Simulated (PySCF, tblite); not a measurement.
# C₂H₈ClNOSi₂: a rotation path, then NMR shifts on frames, part 1 of 2

Aim: move C₂H₈ClNOSi₂ (`CC(=O)N[SiH2][SiH2]Cl`) away from its starting geometry and see how NMR shifts follow the geometry.

The runs use tblite 0.8.0 and PySCF 2.14.0, with density-fitted response routines of our own; the level of theory stands in each step. All values are computed, except where a source is named. Atoms count from 0, in the outputs and in this text.

**1. The molecule as given**

15 atoms, charge 0, multiplicity 1; geometry from: GFN2-xTB.

Bonds of the start (Å): C0–C1 1.51, C1–O2 1.22, C1–N3 1.34, N3–Si4 1.78, Si4–Si5 2.31, Si5–Cl6 2.09, C0–H7 1.09, C0–H8 1.09, C0–H9 1.09, N3–H10 1.01, Si4–H11 1.47, Si4–H12 1.47, Si5–H13 1.46, Si5–H14 1.46.

**2. The rotation path with GFN2-xTB**

What the job is given:

```
{"job": {"kind": "neb", "xc": "GFN2-xTB", "basis": "xTB", "atoms": [3, 4, 5, 6], "turn": 120}, "charge": 0, "multiplicity": 1}
C      2.463976     0.324667     0.530898
C      0.975756     0.213147     0.307826
O      0.178305     0.847933     0.985619
N      0.577203    -0.614322    -0.666679
Si    -1.139590    -0.850469    -1.055678
Si    -2.139335     0.547971     0.489486
Cl    -4.172769     0.312625     0.087899
H      2.658852     1.016541     1.345213
H      2.947037     0.685736    -0.375063
H      2.874745    -0.652640     0.777239
H      1.307177    -1.090673    -1.171754
H     -1.175115    -0.540397    -2.492961
H     -1.284071    -2.310144    -0.952203
H     -2.088481     0.133257     1.887967
H     -1.988103     1.984760     0.280279
```

Level: GFN2-xTB climbing-image nudged elastic band, gas phase.

On the command line:

```bash
$ OMP_NUM_THREADS=1 python probes_run.py task.json out
```

This one command runs all jobs of the session in turn.

The log of the run:

```text
image   E - E0 / eV
  0       0.0000
  1       0.0235
  2       0.0984
  3       0.1919
  4       0.2539
  5       0.2616
  6       0.2041
  7       0.1588
  8       0.1489
```

Run time: 5.8 s. Hardware: 1 thread of Arm Neoverse V1, shared host; peak memory 0.19 GiB.

The final band, with the dihedral N3–Si4–Si5–Cl6:

| image | dihedral (°) | energy (eV) | energy (kcal/mol) |
| --- | --- | --- | --- |
| 0 | -180 | 0.000 | 0.0 |
| 1 | -167 | 0.023 | 0.5 |
| 2 | -152 | 0.098 | 2.3 |
| 3 | -137 | 0.192 | 4.4 |
| 4 | -122 | 0.254 | 5.9 |
| 5 | -112 | 0.262 | 6.0 |
| 6 | -96 | 0.204 | 4.7 |
| 7 | -81 | 0.159 | 3.7 |
| 8 | -66 | 0.149 | 3.4 |

**3. NMR shieldings: image 0, PBE0/pcSseg-1**

What the job is given:

```
{"job": {"kind": "nmr", "xc": "PBE0", "basis": "pcSseg-1", "pop": false}, "charge": 0, "multiplicity": 1}
C      2.464000     0.324700     0.530900
C      0.975800     0.213100     0.307800
O      0.178300     0.847900     0.985600
N      0.577200    -0.614300    -0.666700
Si    -1.139600    -0.850500    -1.055700
Si    -2.139300     0.548000     0.489500
Cl    -4.172800     0.312600     0.087900
H      2.658900     1.016500     1.345200
H      2.947000     0.685700    -0.375100
H      2.874700    -0.652600     0.777200
H      1.307200    -1.090700    -1.171800
H     -1.175100    -0.540400    -2.493000
H     -1.284100    -2.310100    -0.952200
H     -2.088500     0.133300     1.888000
H     -1.988100     1.984800     0.280300
```

Method: GIAO PBE0/pcSseg-1 NMR shielding, non-relativistic, gas phase.

The log of the run:

```text
coarse grid: 14152 points
cycle   1  E = -1249.4067054278  dE =  8.260e-01  |g| = 8.039e-01  |ddm| = 3.474e+00
cycle   2  E = -1249.0460747820  dE =  3.606e-01  |g| = 1.575e+00  |ddm| = 2.125e+00
cycle   3  E = -1249.5247761301  dE = -4.787e-01  |g| = 2.497e-01  |ddm| = 1.636e+00
cycle   4  E = -1249.5372376211  dE = -1.246e-02  |g| = 6.660e-02  |ddm| = 2.398e-01
cycle   5  E = -1249.5380224865  dE = -7.849e-04  |g| = 2.339e-02  |ddm| = 5.745e-02
cycle   6  E = -1249.5381423147  dE = -1.198e-04  |g| = 4.199e-03  |ddm| = 2.257e-02
cycle   7  E = -1249.5381458867  dE = -3.572e-06  |g| = 9.802e-04  |ddm| = 3.997e-03
final grid: 123192 points
cycle   8  E = -1249.5843102514  dE = -1.518e-05  |g| = 1.187e-02  |ddm| = 2.004e-02
cycle   9  E = -1249.5842374652  dE =  7.279e-05  |g| = 2.287e-02  |ddm| = 2.376e-02
cycle  10  E = -1249.5843356419  dE = -9.818e-05  |g| = 1.924e-03  |ddm| = 1.734e-02
cycle  11  E = -1249.5843364193  dE = -7.774e-07  |g| = 2.679e-04  |ddm| = 1.841e-03
cycle  12  E = -1249.5843364355  dE = -1.621e-08  |g| = 4.508e-05  |ddm| = 2.560e-04
cycle  13  E = -1249.5843364359  dE = -4.077e-10  |g| = 1.899e-05  |ddm| = 6.368e-05
converged SCF energy = -1249.5843364359

GIAO shielding tensors (ppm)
atom      isotropic    diamagn.    paramagn.     s11        s22        s33       span
  0 C      161.977     250.369     -88.392    137.328    153.663    194.939     57.611
  1 C        7.095     249.507    -242.413    -66.609    -12.098     99.991    166.600
  2 O      -62.033     405.718    -467.751   -321.479   -145.776    281.155    602.635
  3 N      143.701     332.041    -188.340     47.813    169.600    213.690    165.877
  4 Si     419.516     880.970    -461.454    384.555    420.618    453.375     68.819
  5 Si     420.981     875.185    -454.203    409.914    423.789    429.241     19.327
  6 Cl     948.983    1146.598    -197.615    917.571    919.291   1010.089     92.518
  7 H       29.749      28.411       1.338     25.310     28.513     35.424     10.114
  8 H       29.728      28.933       0.795     26.081     28.651     34.453      8.373
  9 H       29.733      28.941       0.792     26.069     28.675     34.456      8.388
 10 H       27.297      34.956      -7.659     20.887     29.239     31.764     10.877
 11 H       27.095      29.343      -2.247     22.992     25.909     32.385      9.393
 12 H       27.103      29.348      -2.246     23.016     25.905     32.387      9.372
 13 H       26.029      28.547      -2.518     20.521     27.022     30.543     10.022
 14 H       26.026      28.542      -2.516     20.520     27.011     30.547     10.027
```

Wall time 30 s (1 thread of Arm Neoverse V1, shared host); peak memory 0.82 GiB.

Shifts follow as δ = σ(reference) − σ, with reference shieldings (ppm) from runs at the same level and on the same kind of geometry: 1H TMS 31.72, 13C TMS 186.9, 29Si TMS 349.2, 15N NH3 267.7, 17O H2O 336.1, 35Cl HCl 950. The references are single molecules in the gas phase, so shifts against H2O, NH3, PH3, H3PO4 or CFCl3 are not on the usual liquid scales and can be off by tens of ppm. Each atom is listed at this fixed geometry, with no averaging over motion; a spectrum would average atoms that exchange fast.

```csv
atoms,environment,σ (ppm),δ (ppm)
C1,amide carbonyl carbon,7.1,179.8
C0,methyl carbon α to a carbonyl,162.0,24.9
H14,"hydrogen on a silicon bonded to Cl, Si",26.03,5.69
H13,"hydrogen on a silicon bonded to Cl, Si",26.03,5.69
H11,"hydrogen on a silicon bonded to N, Si",27.10,4.62
H12,"hydrogen on a silicon bonded to N, Si",27.10,4.61
H10,hydrogen on an amide-type nitrogen,27.30,4.42
H8,hydrogen on a methyl carbon α to a carbonyl,29.73,1.99
H9,hydrogen on a methyl carbon α to a carbonyl,29.73,1.98
H7,hydrogen on a methyl carbon α to a carbonyl,29.75,1.97
O2,amide-type carbonyl oxygen,-62.0,398.1
N3,amide-type nitrogen,143.7,124.0
Si4,"silicon bonded to N, Si, 2 H",419.5,-70.4
Si5,"silicon bonded to Cl, Si, 2 H",421.0,-71.8
Cl6,chlorine bonded to Si,949,1
```

The fields below are evaluated on a grid from the run's orbitals.

Frontier orbitals at PBE0/pcSseg-1, with the share of their density that lies nearest to each atom:

```
orbital  energy (eV)                                      lies on
   HOMO        -7.90                  Cl6 47 %; Si4 17 %; O2 11 %
   LUMO        -0.40  Si4 26 %; H11, H12 about 16 % each; Si5 9 %
```

ELF in a plane through or near 9 of the atoms.

Ten even steps from ' ' (0.00) to '@' (1.00):
```
                                                        
                                                        
                                                        
                                                        
              --++..  ..----..    ....      ....        
            ++@@@@##  --####++    --::..  ..====::      
            %%@@@@@@..--%%##%%::..::..::--**%%%%++::    
            **@@@@%%::--##--%%--..==++  ######%%**--    
            ::**====##==####%%--..####..%%::++**##--    
            ::++::..@@..==--  ::%%--..--##==--##**::    
            ::++**==**++%%++::==@@@@%%--++%%%%%%++::    
              ..::    ++::==%%  ----%%::..++##**--      
                    ==%%**++%%==++..--..  ..==--        
                  ..%%@@@@****..++  ....                
                  ..@@@@##  ..::--==::                  
                    --**::    ::--::..                  
                                                        
                                                        
                                                        
                                                        
```
The map spans 13.5 Å across and 9.5 Å up, centred on the molecule. Atoms in the plane (x, y in Å): C0 (-2.5, 0.4), C1 (-1.0, 0.3), O2 (-0.3, 1.3), N3 (-0.5, -0.9), Si4 (1.2, -1.3), Si5 (2.1, 0.9), Cl6 (4.1, 0.6), H7 (-2.8, 1.5), H10 (-1.2, -1.7).

log10 of the density (e/Å³) in the same plane.

Ten even steps from ' ' (-4.0) to '@' (2.1):
```
                                                        
                                                        
                                ........                
              ............::....::::::::........        
          ..::------::--====------------------::::..    
          ..--======--==++++++================----::    
        ..::==++**++==++**##**++++++++++++++++++==--::  
        ..--==******++**##@@##++++####**********++--::..
        ::--==**##******####**++++%%@@****##@@**++==::..
        ::--==**####**##%%**++++++****++****##**++==::..
        ::--==++********##**++++****++++++******==--::  
        ..::--==++==++**####****##**++======++==--::..  
          ..::----==++**####**##@@**++==--------::::    
          ....::::--++******++**##**++==--::::::..      
              ....--==++++====++++++==--::....          
                  ::----------========--::..            
                    ......::::------::::..              
                          ..::::::::::..                
                              ......                    
                                                        
```
The map spans 13.5 Å across and 9.5 Å up, centred on the molecule. Atoms in the plane (x, y in Å): C0 (-2.5, 0.4), C1 (-1.0, 0.3), O2 (-0.3, 1.3), N3 (-0.5, -0.9), Si4 (1.2, -1.3), Si5 (2.1, 0.9), Cl6 (4.1, 0.6), H7 (-2.8, 1.5), H10 (-1.2, -1.7).

On the surface of density 0.002 e/bohr³ the electrostatic potential runs, from the 1st to the 99th percentile, from -1.31 V near O2 to 2.30 V near H10.

**4. NMR shieldings: image 2, PBE0/pcSseg-1**

What the job is given:

```
{"job": {"kind": "nmr", "xc": "PBE0", "basis": "pcSseg-1", "pop": false}, "charge": 0, "multiplicity": 1}
C      2.490900     0.198200     0.610600
C      1.033400     0.303000     0.227700
O      0.282300     1.131500     0.716700
N      0.599200    -0.582100    -0.686500
Si    -1.112900    -0.718500    -1.111200
Si    -2.222800     0.563900     0.464000
Cl    -4.093600    -0.315900     0.588100
H      2.687000     0.815600     1.482400
H      3.109800     0.542900    -0.215900
H      2.749400    -0.836200     0.829300
H      1.290600    -1.206300    -1.070000
H     -1.163700    -0.247200    -2.506300
H     -1.282400    -2.177200    -1.158200
H     -1.878200     0.636300     1.877900
H     -2.493400     1.900100    -0.070400
```

Method: GIAO PBE0/pcSseg-1 NMR shielding, non-relativistic, gas phase.

The log of the run:

```text
coarse grid: 14152 points
cycle   1  E = -1249.3971665006  dE =  8.140e-01  |g| = 8.210e-01  |ddm| = 3.469e+00
cycle   2  E = -1248.9892135708  dE =  4.080e-01  |g| = 1.645e+00  |ddm| = 2.216e+00
cycle   3  E = -1249.5202946384  dE = -5.311e-01  |g| = 2.539e-01  |ddm| = 1.729e+00
cycle   4  E = -1249.5330980254  dE = -1.280e-02  |g| = 7.341e-02  |ddm| = 2.470e-01
cycle   5  E = -1249.5340816619  dE = -9.836e-04  |g| = 2.367e-02  |ddm| = 6.183e-02
cycle   6  E = -1249.5342035833  dE = -1.219e-04  |g| = 4.653e-03  |ddm| = 2.296e-02
cycle   7  E = -1249.5342081285  dE = -4.545e-06  |g| = 1.015e-03  |ddm| = 4.478e-03
final grid: 123192 points
cycle   8  E = -1249.5803032580  dE = -1.585e-05  |g| = 1.176e-02  |ddm| = 1.900e-02
cycle   9  E = -1249.5802320382  dE =  7.122e-05  |g| = 2.260e-02  |ddm| = 2.328e-02
cycle  10  E = -1249.5803283161  dE = -9.628e-05  |g| = 2.010e-03  |ddm| = 1.708e-02
cycle  11  E = -1249.5803291585  dE = -8.424e-07  |g| = 2.657e-04  |ddm| = 1.884e-03
cycle  12  E = -1249.5803291743  dE = -1.576e-08  |g| = 4.358e-05  |ddm| = 2.567e-04
cycle  13  E = -1249.5803291747  dE = -3.911e-10  |g| = 1.647e-05  |ddm| = 6.539e-05
converged SCF energy = -1249.5803291747

GIAO shielding tensors (ppm)
atom      isotropic    diamagn.    paramagn.     s11        s22        s33       span
  0 C      161.919     250.486     -88.566    137.372    153.651    194.735     57.363
  1 C        8.146     248.985    -240.840    -70.012     -6.431    100.880    170.892
  2 O      -80.061     404.853    -484.914   -358.601   -172.800    291.218    649.819
  3 N      146.442     331.720    -185.278     53.255    162.455    223.617    170.362
  4 Si     414.828     881.031    -466.203    386.278    409.581    448.625     62.348
  5 Si     405.797     876.072    -470.275    372.078    398.420    446.892     74.814
  6 Cl     977.473    1146.766    -169.294    916.803    981.226   1034.389    117.586
  7 H       29.746      28.385       1.361     25.474     28.388     35.376      9.902
  8 H       29.573      28.303       1.269     26.160     28.068     34.490      8.330
  9 H       29.830      29.574       0.257     25.985     29.303     34.203      8.218
 10 H       27.413      35.028      -7.615     20.936     29.236     32.067     11.131
 11 H       26.967      29.241      -2.275     22.817     25.543     32.540      9.723
 12 H       27.163      29.626      -2.463     23.365     26.245     31.879      8.514
 13 H       25.967      28.827      -2.860     20.039     26.949     30.912     10.873
 14 H       26.138      28.093      -1.954     21.863     25.744     30.808      8.946
```

It took 21 s on 1 thread of Arm Neoverse V1, shared host; peak memory 0.84 GiB.

This run: δ C1 178.8, C0 25.0, O2 416.1, N3 121.3, H13 5.75, H14 5.58 ppm.

(Continued in part 2 of 2.)
